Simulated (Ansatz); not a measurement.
# SiGeH₄ (triplet): wave-function methods side by side, cc-pVTZ

One table from this session's results is given with a row withheld; the runs are named, their logs left out.

Computed with Ansatz 0.2.0, Gaussian basis. Level: cc-pVTZ, core rule «outside noble gas», up to 19 orbitals frozen.

The runs, in order: UHF; CCSD(T) on ROHF; CCSD(T) on UHF; BCCD(T) on ROHF; CCSDT(Q) on ROHF; CCSDT(Q) on UHF.

4 further runs of the same task are left out: 4 set aside as unsound or not needed.

### What is computed

The geometry is a PBE0/def2-TZVP stationary point (not a proven minimum) of the parent state, kept for this charge and spin. No spin-orbit coupling is included. The filled d shell of Ge may be among the frozen orbitals whatever the setting's name suggests; the logs give the count.

6 atoms, charge 0, spin multiplicity 3.

Atoms are counted from 1 here; the program's logs count them from 0.

Bond lengths: Si1–Ge2 2.457 Å, Si1–H3 1.489 Å, Si1–H4 1.494 Å, Si1–H5 1.494 Å, Ge2–H6 1.593 Å. Angles: Ge2–Si1–H3 118.9°, Ge2–Si1–H4 107.4°, Ge2–Si1–H5 107.4°, H3–Si1–H4 107.9°, H3–Si1–H5 107.9°, H4–Si1–H5 106.6°, Si1–Ge2–H6 92.7°.

The first run:

File in.yaml:

```yaml
crystal:
  periodic: [false, false, false]
  atoms:
    - {symbol: Si, position_ang: [0.000000, 0.027795, 1.712649]}
    - {symbol: Ge, position_ang: [0.000000, -0.030704, -0.744071]}
    - {symbol: H, position_ang: [0.000000, 1.348061, 2.400385]}
    - {symbol: H, position_ang: [1.197551, -0.733921, 2.178541]}
    - {symbol: H, position_ang: [-1.197551, -0.733921, 2.178541]}
    - {symbol: H, position_ang: [0.000000, 1.558094, -0.855589]}
basis:
  gaussian: {orbitals: cc-pVTZ}
magnetization: {spin_polarized: true, initial_magnetization: 2}
hamiltonian: {xc: hf}
output: {orbitals: {seedname: orbitals}}
```

Started as:

```
$ ansatz run in.yaml --threads 1 --pin off --events-out ev --progress --plain --max-ram 4096MiB --backend cpu
```

Among the steps run: UHF; CCSD(T) on ROHF; CCSD(T) on UHF; BCCD(T) on ROHF; CCSDT(Q) on ROHF; CCSDT(Q) on UHF.

One of the session's tables, all rows but one given; the rest of the session is left out.

```
   method  from UCCSDT(Q) (kJ/mol)
     ROHF                   +695.9
      UHF                   +685.9
     RMP2                   +138.4
     UMP2                   +137.6
    RCCSD                    +28.9
    UCCSD                    +27.5
 RCCSD(T)                     +6.1
 UCCSD(T)                     +4.9
  BCCD(T)                        ?
   RCCSDT                     +2.1
   UCCSDT                     +1.0
RCCSDT(Q)                     +1.2
UCCSDT(Q)                        0
```

**Question.** Estimate the row for BCCD(T).

The run gave: from UCCSDT(Q) (kJ/mol): +5.9. In the column «from UCCSDT(Q) (kJ/mol)» it lies between UCCSD(T) (+4.9) and RCCSD(T) (+6.1).

To keep in mind: Restricted and unrestricted rows rest on different reference determinants; where their highest levels disagree by more than a few hundredths of an eV, they describe different states and don't form one ladder.
